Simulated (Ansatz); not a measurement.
**Ge₂H₃ (doublet): wave-function methods side by side at distance Ge1–H3 = 1.225 Å, cc-pVDZ**

Aim: climb from Hartree-Fock through coupled cluster and multireference methods for Ge₂H₃ (doublet) at one geometry and basis, and see what each rung misses.

Method: cc-pVDZ, core rule «outside noble gas», up to 28 orbitals frozen; program: Ansatz 0.2.0, Gaussian basis.

Plan: UHF; CCSD(T) on ROHF; CCSD(T) on UHF; BCCD(T) on ROHF; CISD; CCSDT(Q) on ROHF; CCSDT(Q) on UHF; CASSCF and MRCISD+Q, 3 electrons in 3 orbitals; CASSCF and NEVPT2, 3 electrons in 3 orbitals.

25 further runs of the same task are left out: 1 for a known fault of the program, 1 for a mislabelled method, 15 that didn't finish, 8 set aside as unsound or not needed.

### Step 1. The system

The geometry derives from a PBE0/def2-TZVP stationary point (not a proven minimum). One bond is set to the value named and the two fragments are kept rigid. No spin-orbit coupling is included. The filled d shell of Ge may be among the frozen orbitals whatever the setting's name suggests; the logs give the count.

5 atoms, charge 0, spin multiplicity 2.

Atoms are counted from 1 here; the program's logs count them from 0.

Bond lengths: Ge1–Ge2 2.405 Å, Ge1–H3 1.225 Å, Ge1–H4 1.548 Å. Angles: Ge2–Ge1–H3 130.0°, Ge2–Ge1–H4 123.8°, H3–Ge1–H4 106.2°.

As a file:

```xyz
5
Ge2H3
Ge    0.00000    0.01490    1.18261
Ge    0.00000   -0.03263   -1.22199
H     0.00000    0.96927    1.95060
H     0.00000   -1.25353    2.06999
H     0.00000    1.56223   -1.18309
```

### Step 2. UHF

Contents of in.yaml:

```yaml
crystal:
  periodic: [false, false, false]
  atoms:
    - {symbol: Ge, position_ang: [0.000000, 0.014895, 1.182614]}
    - {symbol: Ge, position_ang: [0.000000, -0.032628, -1.221987]}
    - {symbol: H, position_ang: [0.000000, 0.969265, 1.950601]}
    - {symbol: H, position_ang: [0.000000, -1.253531, 2.069990]}
    - {symbol: H, position_ang: [0.000000, 1.562234, -1.183086]}
basis:
  gaussian: {orbitals: cc-pVDZ}
magnetization: {spin_polarized: true, initial_magnetization: 1}
hamiltonian: {xc: hf}
output: {orbitals: {seedname: orbitals}}
```

On the command line:

```bash
$ ansatz run in.yaml --threads 1 --pin off --events-out ev --progress --plain --max-ram 2393MiB
```

The runs that follow: CCSD(T) on ROHF; CCSD(T) on UHF; BCCD(T) on ROHF; CISD; CCSDT(Q) on ROHF; CCSDT(Q) on UHF; CASSCF and MRCISD+Q, 3 electrons in 3 orbitals; CASSCF and NEVPT2, 3 electrons in 3 orbitals.

Q: Predict the results of all the runs planned. Wanted: UCCSDT(Q) below the RHF energy; RMP2 from UCCSDT(Q); UMP2 from UCCSDT(Q); RCCSD from UCCSDT(Q); RCCSD(T) from UCCSDT(Q); UCCSD(T) from UCCSDT(Q); RCCSDT(Q) from UCCSDT(Q); MRCISD+Q pair from UCCSDT(Q); T1 diagnostic.

The runs gave:

```
                         quantity                                         value
   UCCSDT(Q) below the RHF energy                                    -5.6976 eV
              RMP2 from UCCSDT(Q)                                   +1253.3 meV
              UMP2 from UCCSDT(Q)                                   +1264.9 meV
             RCCSD from UCCSDT(Q)                                    +203.9 meV
          RCCSD(T) from UCCSDT(Q)                                     +43.8 meV
          UCCSD(T) from UCCSDT(Q)                                     +42.2 meV
         RCCSDT(Q) from UCCSDT(Q)                                      +2.1 meV
     MRCISD+Q pair from UCCSDT(Q)                                     +49.3 meV
levels within 1 kcal/mol (43 meV)  UCCSD(T), BCCD(T), RCCSDT, UCCSDT, RCCSDT(Q)
                    T1 diagnostic                                         0.018
```

What this shows: RCCSD(T) misses by +43.8 meV, 0.8 % of the correlation energy. These misses are within one basis, not against nature; the frozen cores of restricted and unrestricted runs differ, which can shift their rows.
